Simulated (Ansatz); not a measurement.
I need a formation energy from the elements of BiSbPt2 and its elements. Use Ansatz 0.2.0, Python API. Settings (first run): r2SCAN, PAW, cutoff 327 eV, 5×5×3 k-points, cold smearing of 0.1 eV.

`formation_bisbpt2.py`:
```python
"""Formation energy of BiSbPt2 from the elements, after relaxing cells and atoms."""

from collections import Counter

import ansatz
from ase import Atoms
import numpy as np


def compute(name, crystal):
    calc = (
        crystal.calculation()
        .basis(12 * ansatz.Ha, density_ratio=6)
        .mixing("anderson", ndim=6, beta=0.4)
        .functional("r2scan")
        .eigensolver("auto", mixed_precision=False)
        .kpoints(spacing=0.39)  # sampling of the Brillouin zone
        .occupations("cold", width=0.1)
        .stress()
    )
    calc = calc.relax(force_tolerance=0.03, cell=True)
    return calc.run(threads=1)


def counts(outcome):
    return Counter(site.symbol for site in outcome.lattice.sites)

def formation_energy(outcome, mu):
    n = counts(outcome)
    return (outcome.report["energy_sigma0_ev"] - sum(k * mu[element] for element, k in n.items())) / sum(n.values())


def volume_per_atom(outcome):
    return abs(np.linalg.det(outcome.lattice.cell_ang)) / len(outcome.lattice.sites)

phases = {}
bisbpt2 = (
    ansatz.Lattice.from_parameters(4.275921, 4.275921, 5.552703, alpha=90.0, beta=90.0, gamma=120.0)
    .atom("Sb", (1 / 3, 2 / 3, 0.5))
    .atom("Bi", (0.0, 0.0, 0.0))
    .atom("Pt", (2 / 3, 1 / 3, 0.74502))
    .atom("Pt", (2 / 3, 1 / 3, 0.25498))
)
phases["BiSbPt2"] = bisbpt2
atoms = Atoms(
    ["Sb", "Sb"],
    scaled_positions=[
        (0.23349, 0.23349, 0.23349),
        (0.76651, 0.76651, 0.76651),
    ],
    cell=[
        (2.1542, 1.24373, 3.758),
        (-2.1542, 1.24373, 3.758),
        (0.0, -2.48746, 3.758),
    ],
    pbc=True,
)
sb = ansatz.Crystal.from_ase(atoms)
phases["Sb"] = sb
bi = (
    ansatz.Lattice.from_parameters(4.72898, 4.72898, 4.72898, alpha=57.30423, beta=57.30423, gamma=57.30423)
    .atom("Bi", (0.234, 0.234, 0.234))
    .atom("Bi", (0.766, 0.766, 0.766))
)
phases["Bi"] = bi
atoms = Atoms(
    ["Pt"],
    scaled_positions=[
        (0.0, 0.0, 0.0),
    ],
    cell=[
        (0.0, 1.9609, 1.9609),
        (1.9609, 0.0, 1.9609),
        (1.9609, 1.9609, 0.0),
    ],
    pbc=True,
)
pt = ansatz.Crystal.from_ase(atoms)
phases["Pt"] = pt

done = {name: compute(name, crystal) for name, crystal in phases.items()}

# energy of one atom in its reference phase
references = {"Sb": "Sb", "Bi": "Bi", "Pt": "Pt"}
mu = {element: done[name].report["energy_sigma0_ev"] / len(done[name].lattice.sites) for element, name in references.items()}

target = done["BiSbPt2"]
heat = formation_energy(target, mu)
for element, value in mu.items():
    print(f"mu({element}) = {value:.4f} eV from {references[element]}, {volume_per_atom(done[references[element]]):.2f} A^3/atom")
print(f"formation energy of BiSbPt2: {heat:.4f} eV/atom = {96.4853 * heat:.1f} kJ/mol of atoms")
```

Running `python formation_bisbpt2.py` prints:
```text
DeckWarning: basis.ecutwfc = 326.536634951856 eV is below the records' recommended 500 eV, and the density's cutoff is lower with it unless basis.ecutrho_ratio is high enough to keep the records' density cutoff: compare with a run at a higher cutoff
DeckWarning: basis.ecutrho_ratio = 6 (ecutrho = 1959.219809711136 eV) is below the records' recommended 2000 eV
RunWarning: on these k-points the computed levels leave a gap of 0.2821 eV at the electron count, 2.8 widths of the cold smearing (0.1000 eV); against the step filling of these same bands (every level under the gap full, every level over it empty) smearing [...]
mu(Sb) = -6499.1213 eV from Sb, 31.55 A^3/atom
mu(Bi) = -12411.0499 eV from Bi, 36.25 A^3/atom
mu(Pt) = -12536.7264 eV from Pt, 15.23 A^3/atom
formation energy of BiSbPt2: -0.3447 eV/atom = -33.3 kJ/mol of atoms
```
(Warnings from the package without file and line, shortened, repeats left out.)

The formation energy is -0.345 eV an atom (-33.3 kJ per mole of atoms), so BiSbPt2 lies below the reference phases. Other compounds of these elements, not run here, can lie lower still.

Reading the output:
- These settings explore the input space; cutoff and mesh may be short of convergence.
- The cutoff lies under the one recommended for these potentials.
- For the metals among these phases the mesh is modest: differences between phases can be off by up to 40 meV an atom.
- Spin-orbit coupling, which matters for elements this heavy, is left out.
- The cells come from databases of deposited and of computed structures, and not all need be stable phases.
- The compound is the structure given, not necessarily its lowest; energies are at zero temperature, with no correction for gases. A semilocal functional's error on such energies is often 0.05 to 0.1 eV an atom, and 0.1 to 0.3 eV against gases such as O2 or F2.
- Hardware and time: 2.2 min on 1 thread of Arm Neoverse V2, with other jobs on the host, peak memory 0.62 GiB.
